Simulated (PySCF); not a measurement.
**Hg²⁺: excitation energy in aug-cc-pwCVTZ-PP with ECP60**

Each state of mercury is computed at each level; their differences give the excitation energy. How far do the methods differ?

The numbers are computed with PySCF 2.14.0 (unrestricted determinants in a Gaussian basis, no spin-orbit coupling in the energies), except any that are marked as measured or tabulated.

## Step 1: The atom as given

```
Element                                   : mercury (Z = 80)
Basis                                     : aug-cc-pwCVTZ-PP with ECP60MDF (8s8p7d4f3g, 122 functions)
Hamiltonian                               : a scalar-relativistic core potential
State 1                                   : Hg²⁺: [Xe] 4f14 5d9 6s1, high-spin 3D determinant (an excited configuration)
Needed too, but not shown                 : Hg²⁺ [Xe] 4f14 5d10 (1S)
Methods                                   : UHF, LDA, PBE, PBE0, r2SCAN, wB97M-V, HSE06, wB97X-V, MP2
Core shells frozen in the correlated runs : valence: 5s2 5p6; valence and next inner shell: nothing (for Hg²⁺)
```

The outer shells:

Hg2+ [Xe] 4f14 5d9 6s1
```
[Xe] core
4f [↑↓][↑↓][↑↓][↑↓][↑↓][↑↓][↑↓]
5d [↑↓][↑↓][↑↓][↑↓][↑ ]
6s [↑ ]
```

One driver process ran all states and methods and kept the integrals in memory. Each run is shown as a PySCF script that sums up its settings (the driver passes frozen orbitals as a list and adds second-order terms of double hybrids); the logs are those of the runs themselves. The driver starts from symmetry-adapted Hartree-Fock orbitals, holds the occupation by maximum overlap and uses a logarithmic radial grid for functionals, so a plain start would take other cycles.

The integrals over 122 functions and the set-up took 3.6 s of CPU time.

## Step 2: Hg²⁺ [Xe] 4f14 5d9 6s1, method by method

#### UHF

The input, input.py:

```python
from pyscf import gto, scf, dft, mp, cc
import basis_set_exchange as bse
txt = bse.get_basis("aug-cc-pwCVTZ-PP", elements=["Hg"], fmt="nwchem", header=False)
cut = txt.index("\nECP")
mol = gto.M(atom="Hg 0 0 0", charge=2, spin=2, symmetry="D2h",
            basis=gto.basis.parse(txt[:cut]),
            ecp={"Hg": gto.basis.parse_ecp(txt[cut:])})
mf = scf.UHF(mol)
mf.irrep_nelec = {'Ag': (4, 2), 'B1g': (1, 1), 'B2g': (1, 1), 'B3g': (1, 1), 'B1u': (1, 1), 'B2u': (1, 1), 'B3u': (1, 1)}
mf.kernel()
```

Output:

```text
damping factor = 0
level_shift factor = 0
DIIS = <class 'pyscf.scf.diis.CDIIS'>
diis_start_cycle = 1
diis_space = 10
diis_damp = 0
SCF conv_tol = 1e-09
SCF conv_tol_grad = None
number electrons alpha = 10  beta = 8
cycle= 1 E= -151.384917825329  delta_E= -0.00631  |g|= 0.0294  |ddm|= 0.0419
cycle= 2 E= -151.385109706071  delta_E= -0.000192  |g|= 0.00621  |ddm|= 0.0091
cycle= 3 E= -151.385126066439  delta_E= -1.64e-05  |g|= 0.00129  |ddm|= 0.00494
cycle= 4 E= -151.385128488674  delta_E= -2.42e-06  |g|= 0.000679  |ddm|= 0.00241
cycle= 5 E= -151.385129457163  delta_E= -9.68e-07  |g|= 0.000241  |ddm|= 0.00211
cycle= 6 E= -151.385129568907  delta_E= -1.12e-07  |g|= 4.57e-05  |ddm|= 0.000862
cycle= 7 E= -151.38512957209  delta_E= -3.18e-09  |g|= 4.76e-06  |ddm|= 0.000153
cycle= 8 E= -151.385129572105  delta_E= -1.48e-11  |g|= 5.22e-07  |ddm|= 7.09e-06
converged SCF energy = -151.385129572105  <S^2> = 2.0023983  2S+1 = 3.0015984
```

CPU time 4.2 s on a shared host, the integrals not counted.

Orbital energies by shell (radii are means over both spins):

```csv
shell,electrons,mean orbital energy (eV),spread (eV),rms radius (bohr)
5s α,1,-161.87,0,0.976
5s β,1,-159.72,0,0.976
5p α,3,-106.39,1.737,1.12
5p β,3,-103.83,1.298,1.12
5d α,5,-39.234,2.069,1.51
5d β,4,-37.693,1.496,1.51
6s α,1,-27.932,0,2.53
```

⟨S²⟩ = 2.002, ⟨L²⟩ = 6.02.

Energies and moments cover only the electrons outside the core potential. Spin-orbit coupling, absent here, splits the open shell strongly.

#### LDA

Changes to input.py:

```diff
@@ -7,3 +7,3 @@
             ecp={"Hg": gto.basis.parse_ecp(txt[cut:])})
-mf = scf.UHF(mol)
+mf = dft.UKS(mol, xc="LDA,VWN")
 mf.irrep_nelec = {'Ag': (4, 2), 'B1g': (1, 1), 'B2g': (1, 1), 'B3g': (1, 1), 'B1u': (1, 1), 'B2u': (1, 1), 'B3u': (1, 1)}
```

Output:

```text
damping factor = 0
level_shift factor = 0
DIIS = <class 'pyscf.scf.diis.CDIIS'>
diis_start_cycle = 1
diis_space = 10
diis_damp = 0
SCF conv_tol = 1e-09
SCF conv_tol_grad = None
number electrons alpha = 10  beta = 8
XC functionals = LDA,VWN
    P. A. M. Dirac.,  Math. Proc. Cambridge Philos. Soc. 26, 376 (1930)
    F. Bloch.,  Z. Phys. 57, 545 (1929)
    S. H. Vosko, L. Wilk, and M. Nusair.,  Can. J. Phys. 58, 1200 (1980)
cycle= 1 E= -151.968701244734  delta_E= -0.0136  |g|= 0.0908  |ddm|= 0.266
cycle= 2 E= -151.969256812958  delta_E= -0.000556  |g|= 0.0806  |ddm|= 0.0928
cycle= 3 E= -151.97074678827  delta_E= -0.00149  |g|= 0.00392  |ddm|= 0.0401
cycle= 4 E= -151.970749765614  delta_E= -2.98e-06  |g|= 0.00028  |ddm|= 0.00224
cycle= 5 E= -151.970749789236  delta_E= -2.36e-08  |g|= 2.36e-05  |ddm|= 0.000218
cycle= 6 E= -151.970749789396  delta_E= -1.6e-10  |g|= 7.4e-07  |ddm|= 1.72e-05
converged SCF energy = -151.970749789396  <S^2> = 2.0003191  2S+1 = 3.0002127
```

It used 1.6 s of CPU time after the integrals (shared host).

#### PBE

Changes to input.py:

```diff
@@ -7,3 +7,3 @@
             ecp={"Hg": gto.basis.parse_ecp(txt[cut:])})
-mf = dft.UKS(mol, xc="LDA,VWN")
+mf = dft.UKS(mol, xc="PBE")
 mf.irrep_nelec = {'Ag': (4, 2), 'B1g': (1, 1), 'B2g': (1, 1), 'B3g': (1, 1), 'B1u': (1, 1), 'B2u': (1, 1), 'B3u': (1, 1)}
```

Output:

```text
damping factor = 0
level_shift factor = 0
DIIS = <class 'pyscf.scf.diis.CDIIS'>
diis_start_cycle = 1
diis_space = 10
diis_damp = 0
SCF conv_tol = 1e-09
SCF conv_tol_grad = None
number electrons alpha = 10  beta = 8
XC functionals = PBE
    J. P. Perdew, K. Burke, and M. Ernzerhof.,  Phys. Rev. Lett. 77, 3865 (1996)
    J. P. Perdew, K. Burke, and M. Ernzerhof.,  Phys. Rev. Lett. 78, 1396 (1997)
    J. P. Perdew, K. Burke, and M. Ernzerhof.,  Phys. Rev. Lett. 77, 3865 (1996)
    J. P. Perdew, K. Burke, and M. Ernzerhof.,  Phys. Rev. Lett. 78, 1396 (1997)
cycle= 1 E= -152.253703025914  delta_E= -0.0124  |g|= 0.0444  |ddm|= 0.295
cycle= 2 E= -152.253973793476  delta_E= -0.000271  |g|= 0.0293  |ddm|= 0.0451
cycle= 3 E= -152.254166335859  delta_E= -0.000193  |g|= 0.00507  |ddm|= 0.0167
cycle= 4 E= -152.254171671632  delta_E= -5.34e-06  |g|= 0.000243  |ddm|= 0.00251
cycle= 5 E= -152.254171689393  delta_E= -1.78e-08  |g|= 3.49e-05  |ddm|= 0.000207
cycle= 6 E= -152.254171689753  delta_E= -3.6e-10  |g|= 2.1e-06  |ddm|= 2.85e-05
converged SCF energy = -152.254171689753  <S^2> = 2.0006706  2S+1 = 3.0004471
```

It used 2.3 s of CPU time after the integrals (shared host).

#### PBE0

Changes to input.py:

```diff
@@ -7,3 +7,3 @@
             ecp={"Hg": gto.basis.parse_ecp(txt[cut:])})
-mf = dft.UKS(mol, xc="PBE")
+mf = dft.UKS(mol, xc="PBE0")
 mf.irrep_nelec = {'Ag': (4, 2), 'B1g': (1, 1), 'B2g': (1, 1), 'B3g': (1, 1), 'B1u': (1, 1), 'B2u': (1, 1), 'B3u': (1, 1)}
```

Output:

```text
damping factor = 0
level_shift factor = 0
DIIS = <class 'pyscf.scf.diis.CDIIS'>
diis_start_cycle = 1
diis_space = 10
diis_damp = 0
SCF conv_tol = 1e-09
SCF conv_tol_grad = None
number electrons alpha = 10  beta = 8
XC functionals = PBE0
    C. Adamo and V. Barone.,  J. Chem. Phys. 110, 6158 (1999)
    M. Ernzerhof and G. E. Scuseria.,  J. Chem. Phys. 110, 5029 (1999)
cycle= 1 E= -152.226749228246  delta_E= -0.00857  |g|= 0.0301  |ddm|= 0.225
cycle= 2 E= -152.226911975891  delta_E= -0.000163  |g|= 0.0108  |ddm|= 0.0261
cycle= 3 E= -152.226934428813  delta_E= -2.25e-05  |g|= 0.00291  |ddm|= 0.00557
cycle= 4 E= -152.226936288863  delta_E= -1.86e-06  |g|= 0.000252  |ddm|= 0.00164
cycle= 5 E= -152.226936330818  delta_E= -4.2e-08  |g|= 4.01e-05  |ddm|= 0.000422
cycle= 6 E= -152.226936333183  delta_E= -2.37e-09  |g|= 4.14e-06  |ddm|= 0.000139
cycle= 7 E= -152.226936333199  delta_E= -1.54e-11  |g|= 3.09e-07  |ddm|= 1.11e-05
converged SCF energy = -152.226936333199  <S^2> = 2.0009132  2S+1 = 3.0006088
```

It used 4.6 s of CPU time after the integrals (shared host).

#### r2SCAN

Changes to input.py:

```diff
@@ -7,3 +7,3 @@
             ecp={"Hg": gto.basis.parse_ecp(txt[cut:])})
-mf = dft.UKS(mol, xc="PBE0")
+mf = dft.UKS(mol, xc="R2SCAN")
 mf.irrep_nelec = {'Ag': (4, 2), 'B1g': (1, 1), 'B2g': (1, 1), 'B3g': (1, 1), 'B1u': (1, 1), 'B2u': (1, 1), 'B3u': (1, 1)}
```

Output:

```text
damping factor = 0
level_shift factor = 0
DIIS = <class 'pyscf.scf.diis.CDIIS'>
diis_start_cycle = 1
diis_space = 10
diis_damp = 0
SCF conv_tol = 1e-09
SCF conv_tol_grad = None
number electrons alpha = 10  beta = 8
XC functionals = R2SCAN
    J. W. Furness, A. D. Kaplan, J. Ning, J. P. Perdew, and J. Sun.,  J. Phys. Chem. Lett. 11, 8208-8215 (2020)
    J. W. Furness, A. D. Kaplan, J. Ning, J. P. Perdew, and J. Sun.,  J. Phys. Chem. Lett. 11, 9248-9248 (2020)
    J. W. Furness, A. D. Kaplan, J. Ning, J. P. Perdew, and J. Sun.,  J. Phys. Chem. Lett. 11, 8208-8215 (2020)
    J. W. Furness, A. D. Kaplan, J. Ning, J. P. Perdew, and J. Sun.,  J. Phys. Chem. Lett. 11, 9248-9248 (2020)
cycle= 1 E= -152.288633039731  delta_E= -0.0104  |g|= 0.0287  |ddm|= 0.245
cycle= 2 E= -152.288824049173  delta_E= -0.000191  |g|= 0.00824  |ddm|= 0.0368
cycle= 3 E= -152.288836863444  delta_E= -1.28e-05  |g|= 0.00139  |ddm|= 0.00451
cycle= 4 E= -152.288837254651  delta_E= -3.91e-07  |g|= 0.000722  |ddm|= 0.00182
cycle= 5 E= -152.288837378753  delta_E= -1.24e-07  |g|= 3.7e-05  |ddm|= 0.000471
cycle= 6 E= -152.288837379203  delta_E= -4.5e-10  |g|= 5.26e-06  |ddm|= 4.09e-05
converged SCF energy = -152.288837379203  <S^2> = 2.001703  2S+1 = 3.0011351
```

It used 6 s of CPU time after the integrals (shared host).

#### wB97M-V

Changes to input.py:

```diff
@@ -7,3 +7,3 @@
             ecp={"Hg": gto.basis.parse_ecp(txt[cut:])})
-mf = dft.UKS(mol, xc="R2SCAN")
+mf = dft.UKS(mol, xc="WB97M_V")
 mf.irrep_nelec = {'Ag': (4, 2), 'B1g': (1, 1), 'B2g': (1, 1), 'B3g': (1, 1), 'B1u': (1, 1), 'B2u': (1, 1), 'B3u': (1, 1)}
```

Output:

```text
damping factor = 0
level_shift factor = 0
DIIS = <class 'pyscf.scf.diis.CDIIS'>
diis_start_cycle = 1
diis_space = 10
diis_damp = 0
SCF conv_tol = 1e-09
SCF conv_tol_grad = None
number electrons alpha = 10  beta = 8
XC functionals = WB97M_V
    N. Mardirossian and M. Head-Gordon.,  J. Chem. Phys. 144, 214110 (2016)
NLC functional = WB97M_V
cycle= 1 E= -152.15145719861  delta_E= -0.00924  |g|= 0.0259  |ddm|= 0.32
cycle= 2 E= -152.151670652036  delta_E= -0.000213  |g|= 0.00425  |ddm|= 0.0458
cycle= 3 E= -152.151679765064  delta_E= -9.11e-06  |g|= 0.000911  |ddm|= 0.00668
cycle= 4 E= -152.151680707707  delta_E= -9.43e-07  |g|= 0.000305  |ddm|= 0.00205
cycle= 5 E= -152.151680815728  delta_E= -1.08e-07  |g|= 0.000138  |ddm|= 0.000598
cycle= 6 E= -152.151680859463  delta_E= -4.37e-08  |g|= 3.66e-05  |ddm|= 0.000552
cycle= 7 E= -152.151680863117  delta_E= -3.65e-09  |g|= 1.13e-06  |ddm|= 0.000197
cycle= 8 E= -152.151680863118  delta_E= -1.53e-12  |g|= 7.34e-08  |ddm|= 9.2e-06
converged SCF energy = -152.151680863118  <S^2> = 2.0007254  2S+1 = 3.0004835
```

CPU time 15 s on a shared host, the integrals not counted.

#### HSE06

Changes to input.py:

```diff
@@ -7,3 +7,3 @@
             ecp={"Hg": gto.basis.parse_ecp(txt[cut:])})
-mf = dft.UKS(mol, xc="WB97M_V")
+mf = dft.UKS(mol, xc="HSE06")
 mf.irrep_nelec = {'Ag': (4, 2), 'B1g': (1, 1), 'B2g': (1, 1), 'B3g': (1, 1), 'B1u': (1, 1), 'B2u': (1, 1), 'B3u': (1, 1)}
```

Output:

```text
damping factor = 0
level_shift factor = 0
DIIS = <class 'pyscf.scf.diis.CDIIS'>
diis_start_cycle = 1
diis_space = 10
diis_damp = 0
SCF conv_tol = 1e-09
SCF conv_tol_grad = None
number electrons alpha = 10  beta = 8
XC functionals = HSE06
    J. Heyd, G. E. Scuseria, and M. Ernzerhof.,  J. Chem. Phys. 118, 8207 (2003)
    J. Heyd, G. E. Scuseria, and M. Ernzerhof.,  J. Chem. Phys. 124, 219906 (2006)
    A. V. Krukau, O. A. Vydrov, A. F. Izmaylov, and G. E. Scuseria.,  J. Chem. Phys. 125, 224106 (2006)
cycle= 1 E= -152.223379363111  delta_E= -0.00856  |g|= 0.0311  |ddm|= 0.214
cycle= 2 E= -152.223543464897  delta_E= -0.000164  |g|= 0.0125  |ddm|= 0.0245
cycle= 3 E= -152.223574633071  delta_E= -3.12e-05  |g|= 0.00324  |ddm|= 0.00664
cycle= 4 E= -152.223576943715  delta_E= -2.31e-06  |g|= 0.000218  |ddm|= 0.0017
cycle= 5 E= -152.223576971944  delta_E= -2.82e-08  |g|= 3.13e-05  |ddm|= 0.000355
cycle= 6 E= -152.223576972968  delta_E= -1.02e-09  |g|= 3.51e-06  |ddm|= 8.8e-05
cycle= 7 E= -152.223576972975  delta_E= -6.28e-12  |g|= 2.51e-07  |ddm|= 5.9e-06
converged SCF energy = -152.223576972975  <S^2> = 2.000872  2S+1 = 3.0005813
```

It used 8.6 s of CPU time after the integrals (shared host).

#### wB97X-V

Changes to input.py:

```diff
@@ -7,3 +7,3 @@
             ecp={"Hg": gto.basis.parse_ecp(txt[cut:])})
-mf = dft.UKS(mol, xc="HSE06")
+mf = dft.UKS(mol, xc="WB97X_V")
 mf.irrep_nelec = {'Ag': (4, 2), 'B1g': (1, 1), 'B2g': (1, 1), 'B3g': (1, 1), 'B1u': (1, 1), 'B2u': (1, 1), 'B3u': (1, 1)}
```

Output:

```text
damping factor = 0
level_shift factor = 0
DIIS = <class 'pyscf.scf.diis.CDIIS'>
diis_start_cycle = 1
diis_space = 10
diis_damp = 0
SCF conv_tol = 1e-09
SCF conv_tol_grad = None
number electrons alpha = 10  beta = 8
XC functionals = WB97X_V
    N. Mardirossian and M. Head-Gordon.,  Phys. Chem. Chem. Phys. 16, 9904-9924 (2014)
NLC functional = WB97X_V
cycle= 1 E= -152.199421773428  delta_E= -0.00834  |g|= 0.026  |ddm|= 0.256
cycle= 2 E= -152.199623634472  delta_E= -0.000202  |g|= 0.00441  |ddm|= 0.0399
cycle= 3 E= -152.199632803414  delta_E= -9.17e-06  |g|= 0.000887  |ddm|= 0.00634
cycle= 4 E= -152.19963373574  delta_E= -9.32e-07  |g|= 0.000177  |ddm|= 0.00213
cycle= 5 E= -152.199633808717  delta_E= -7.3e-08  |g|= 7.39e-05  |ddm|= 0.000646
cycle= 6 E= -152.199633819266  delta_E= -1.05e-08  |g|= 3.38e-05  |ddm|= 0.000223
cycle= 7 E= -152.19963382173  delta_E= -2.46e-09  |g|= 1.72e-06  |ddm|= 0.000158
cycle= 8 E= -152.199633821736  delta_E= -5.91e-12  |g|= 8.42e-08  |ddm|= 1.28e-05
converged SCF energy = -152.199633821736  <S^2> = 2.000498  2S+1 = 3.000332
```

It used 11 s of CPU time after the integrals (shared host).

#### MP2 (valence)

Changes to input.py:

```diff
@@ -7,4 +7,5 @@
             ecp={"Hg": gto.basis.parse_ecp(txt[cut:])})
-mf = dft.UKS(mol, xc="WB97X_V")
+mf = scf.UHF(mol)
 mf.irrep_nelec = {'Ag': (4, 2), 'B1g': (1, 1), 'B2g': (1, 1), 'B3g': (1, 1), 'B1u': (1, 1), 'B2u': (1, 1), 'B3u': (1, 1)}
 mf.kernel()
+mp.UMP2(mf, frozen=4).kernel()
```

This step left no log, only its results.

It used 1.6 s of CPU time after the integrals (shared host).

With 10 electrons correlated, the MP2 correlation energy is -0.33083 hartree (-0.11893 same spin, -0.21190 opposite spin); the SCS form gives -0.29393. Largest pairs of shells: 5d-5d -0.2748, 5d-6s -0.0560, 6s-6s 0.0000.

## Step 3: Hg²⁺ [Xe] 4f14 5d9 6s1, continued

#### MP2 (valence and next inner shell)

input.py, as its differences from that of step 2:

```diff
@@ -10,2 +10,2 @@
 mf.kernel()
-mp.UMP2(mf, frozen=4).kernel()
+mp.UMP2(mf, frozen=0).kernel()
```

The driver printed no log here.

CPU time 2.1 s on a shared host, the integrals not counted.

With 18 electrons correlated, the MP2 correlation energy is -0.64592 hartree (-0.20226 same spin, -0.44366 opposite spin); the SCS form gives -0.59981. Largest pairs of shells: 5d-5d -0.2748, 5p-5d -0.1786, 5p-5p -0.0566, 5d-6s -0.0560, 5s-5d -0.0321.

Radial density 4πr²ρ of Hg²⁺ at UHF, the electrons outside the core potential:

```csv
r (bohr),density,spin density
0.0457,1.72e-05,0.000
0.0768,4.30e-05,0.000
0.129,0.000229,0.000
0.217,0.00454,0.000
0.366,0.233,0.011
0.615,6.95,0.271
1.03,17.6,0.811
1.74,5.73,0.966
2.93,0.663,0.371
4.92,0.0151,0.014
```

## Step 4: The energy differences

Excitation energy: Hg²⁺ [Xe] 4f14 5d10 (1S) → Hg²⁺ [Xe] 4f14 5d9 6s1 (3D).

```csv
method,value (eV)
UHF,5.835
LDA,5.483
PBE,5.522
PBE0,5.743
r2SCAN,5.541
wB97M-V,6.075
HSE06,5.721
wB97X-V,6.016
MP2 (valence),6.257
SCS-MP2 (valence),6.357
MP2 (valence and next inner shell),5.883
SCS-MP2 (valence and next inner shell),5.989
```

The differences also use runs on Hg²⁺ [Xe] 4f14 5d10 (1S), which are not shown here.

## Step 5: Results

```
                                   quantity                                                   value
excitation energy, Hg²⁺ → [Xe] 4f14 5d9 6s1  UHF 5.835, MP2 (valence and next inner shell) 5.883 eV
```

**Reading.** The methods span 0.873 eV, from LDA (5.483) to SCS-MP2 (valence) (6.357). No reference value is at hand in this session. The basis is finite, and no extrapolation was made.
